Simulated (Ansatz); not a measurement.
**CCSD(T)/def2-SVP (core potential) run of C2H7InO (SMILES [CH3][In]([CH3])[OH])**

Aim: the electronic atomisation energy of C2H7InO at CCSD(T)/def2-SVP (core potential), from 5 runs. 

The calculation is run with Ansatz 0.2.0.

30 further runs of the same task are left out: 30 set aside as unsound or not needed.

## Step 1: Starting point

C2H7InO: 11 atoms, total charge 0, spin state singlet. SMILES: `[CH3][In]([CH3])[OH]`. The shape is that of a PBE0-D4/def2-TZVP optimisation.

Bond lengths: C1–In2 2.148 Å, In2–C3 2.138 Å, In2–O4 2.007 Å, C1–H5 1.090 Å, C1–H6 1.090 Å, C1–H7 1.092 Å, C3–H8 1.090 Å, C3–H9 1.091 Å, C3–H10 1.091 Å, O4–H11 0.959 Å. Some angles: C1–In2–C3 136.7°, C1–In2–O4 114.2°, C3–In2–O4 109.1°, In2–C1–H5 110.1°, In2–C1–H6 111.1°, In2–C1–H7 109.5°, In2–C3–H8 108.7°, In2–C3–H9 110.5°, In2–C3–H10 110.8°, In2–O4–H11 114.0°.

## Step 2: A single-point energy at CCSD(T)/def2-SVP (core potential)

File job.yaml:

```yaml
crystal:
  periodic: [false, false, false]
  atoms:
    - {symbol: C, position_ang: [-1.237900, 1.174600, -1.040300]}
    - {symbol: In, position_ang: [0.014400, -0.256200, -0.041000]}
    - {symbol: C, position_ang: [1.531800, -0.211200, 1.463900]}
    - {symbol: O, position_ang: [-0.279600, -2.154900, -0.620200]}
    - {symbol: H, position_ang: [-1.551200, 0.785300, -2.009500]}
    - {symbol: H, position_ang: [-0.715300, 2.120700, -1.184200]}
    - {symbol: H, position_ang: [-2.128400, 1.363200, -0.437100]}
    - {symbol: H, position_ang: [1.929400, -1.218000, 1.588800]}
    - {symbol: H, position_ang: [1.117400, 0.131700, 2.413400]}
    - {symbol: H, position_ang: [2.339100, 0.465700, 1.180700]}
    - {symbol: H, position_ang: [-0.954500, -2.257800, -1.293900]}
basis:
  gaussian: {orbitals: def2-SVP}
correlation: {method: ccsd_t, frozen_orbitals: {C: 1, H: 0, In: 4, O: 1}}
accuracy: high
scf: {omitted_lower_state_checks: [cluster_reference, increment]}
```

Launch:

```
$ ansatz run job.yaml --threads 1 --pin off --max-ram 2610MiB --events-out events.jsonl --progress --plain --runs-dir runs
```

Log:

```text
Warning: RAYON_NUM_THREADS=1 ignored (pool sized by the plan → 1); use --threads N
[... 11 lines left out ...]
7 core orbitals not correlated: weight in the atoms' cores, before any rotation towards them, 1.000 or more for the frozen orbitals, at most 0.000 for the correlated occupied ones
[... 24 lines left out ...]
Total energy: -9371.48115212 eV, -344.3955801224 hartree
Checks for a lower state left out: cluster_reference, increment
```

It took 65 s on 1 thread of Arm Neoverse V2, shared host; peak memory 0.88 GiB.

## Step 3: The C atom

File in.yaml:

```yaml
crystal:
  periodic: [false, false, false]
  atoms:
    - symbol: C
      position_ang: [0.000000, 0.000000, 0.000000]
basis:
  gaussian: {orbitals: def2-SVP}
correlation: {method: ccsd_t, frozen_orbitals: {C: 1}}
scf: {omitted_lower_state_checks: [cluster_reference, increment]}
magnetization: {spin_polarized: true, initial_magnetization: 2}
accuracy: high
```

Run the same way, it converges to -37.71541 Eh (log not shown).

## Step 4: The H atom: a single-point energy at UHF/def2-SVP

File run.yaml:

```yaml
crystal:
  periodic: [false, false, false]
  atoms:
    - {symbol: H, position_ang: [0.000000, 0.000000, 0.000000]}
basis:
  gaussian: {orbitals: def2-SVP}
hamiltonian: {xc: hf}
accuracy: high
magnetization: {spin_polarized: true, initial_magnetization: 1}
```

Launch:

```
$ ansatz run run.yaml --threads 1 --pin off --max-ram 2610MiB --events-out events.jsonl --progress --plain --runs-dir runs
```

Log:

```text
Warning: RAYON_NUM_THREADS=1 ignored (pool sized by the plan → 1); use --threads N
Functional definition: HF
  name "HF"
  exchange = exact_x
  correlation = 0
15 factors; integrals over basis functions are off by at most 8.9e-10 eV
mean field evaluation 1: about -13.5522 eV, gradient 1.6e0 eV
mean field evaluation 2: about -13.5522 eV, gradient 1.6e0 eV
mean field evaluation 4: about -13.5861 eV, gradient 1.4e-4 eV
mean field evaluation 8: about -13.5861 eV, gradient 3.1e-14 eV
mean field -13.58605754 eV, -0.4992784057 hartree, gradient 4.2e-10 eV, S^2 0.750000; 0 other end points of the search recorded, 0 dependent functions left out
reference -13.58605754 eV, -0.4992784057 hartree; 1, 0 occupied and 4, 5 virtual orbitals, 15 factors
Total energy: -13.58605754 eV, -0.4992784057 hartree
```

It took 0.04 s on 1 thread of Arm Neoverse V2, shared host.

## Step 5: The In atom, same level

File run.yaml:

```yaml
crystal:
  periodic: [false, false, false]
  atoms:
    - {symbol: In, position_ang: [0.000000, 0.000000, 0.000000]}
basis:
  gaussian:
    orbitals: def2-SVP
magnetization:
  spin_polarized: true
  initial_magnetization: 1
correlation:
  method: ccsd_t
  frozen_orbitals: {In: 4}
accuracy: high
scf:
  omitted_lower_state_checks: [cluster_reference, increment]
```

Run the same way, it converges to -189.27253 Eh (log not shown).

## Step 6: The O atom, same level

File in.yaml:

```yaml
crystal:
  periodic: [false, false, false]
  atoms:
    - {symbol: O, position_ang: [0.000000, 0.000000, 0.000000]}
basis:
  gaussian:
    orbitals: def2-SVP
magnetization:
  spin_polarized: true
  initial_magnetization: 2
correlation:
  method: ccsd_t
  frozen_orbitals: {O: 1}
accuracy: high
scf:
  omitted_lower_state_checks: [cluster_reference, increment]
```

Launch:

```
$ ansatz run in.yaml --threads 1 --pin off --max-ram 2610MiB --events-out events.jsonl --progress --plain --runs-dir runs
```

Log:

```text
Warning: RAYON_NUM_THREADS=1 ignored (pool sized by the plan → 1); use --threads N
[... 13 lines left out ...]
1 core orbitals not correlated: weight in the atoms' cores, before any rotation towards them, 1.000 or more for the frozen orbitals, at most 0.000 for the correlated occupied ones
[... 18 lines left out ...]
Total energy: -2036.43130283 eV, -74.8374700364 hartree
Checks for a lower state left out: cluster_reference, increment
```

Wall time 0.2 s (1 thread of Arm Neoverse V2, shared host).

## Step 7: Summary of results

Level: CCSD(T)/def2-SVP (core potential), 7 core orbitals frozen.

```
                                             quantity          value
                               molecule: total energy  -344.39558 Eh
molecule: correlation energy (7 core orbitals frozen)     -639.1 mEh
                             molecule: (T) correction     -17.25 mEh
                              molecule: T1 diagnostic          0.013
                                 C atom: total energy   -37.71541 Eh
   C atom: correlation energy (1 core orbital frozen)      -70.2 mEh
                               C atom: (T) correction      -1.01 mEh
            C atom: ⟨S²⟩ of the reference determinant          2.007
                                C atom: T1 diagnostic          0.007
                                 H atom: total energy    -0.49928 Eh
                                         H atom: ⟨S²⟩          0.750
                                In atom: total energy  -189.27253 Eh
 In atom: correlation energy (4 core orbitals frozen)      -66.2 mEh
                              In atom: (T) correction      -1.89 mEh
           In atom: ⟨S²⟩ of the reference determinant          0.759
                               In atom: T1 diagnostic          0.007
                                 O atom: total energy   -74.83747 Eh
   O atom: correlation energy (1 core orbital frozen)     -117.4 mEh
                               O atom: (T) correction      -0.83 mEh
            O atom: ⟨S²⟩ of the reference determinant          2.005
                                O atom: T1 diagnostic          0.003
                        electronic atomisation energy      37.003 eV
```

**Reading.** Taking the molecule apart into free atoms costs 37.00 eV (3570 kJ/mol), before zero-point energy and without spin-orbit coupling. The triples (molecule) make up 2.7 % of the correlation energy. The triples (C atom) make up 1.4 % of the correlation energy. The triples (In atom) make up 2.9 % of the correlation energy. The triples (O atom) make up 0.7 % of the correlation energy.
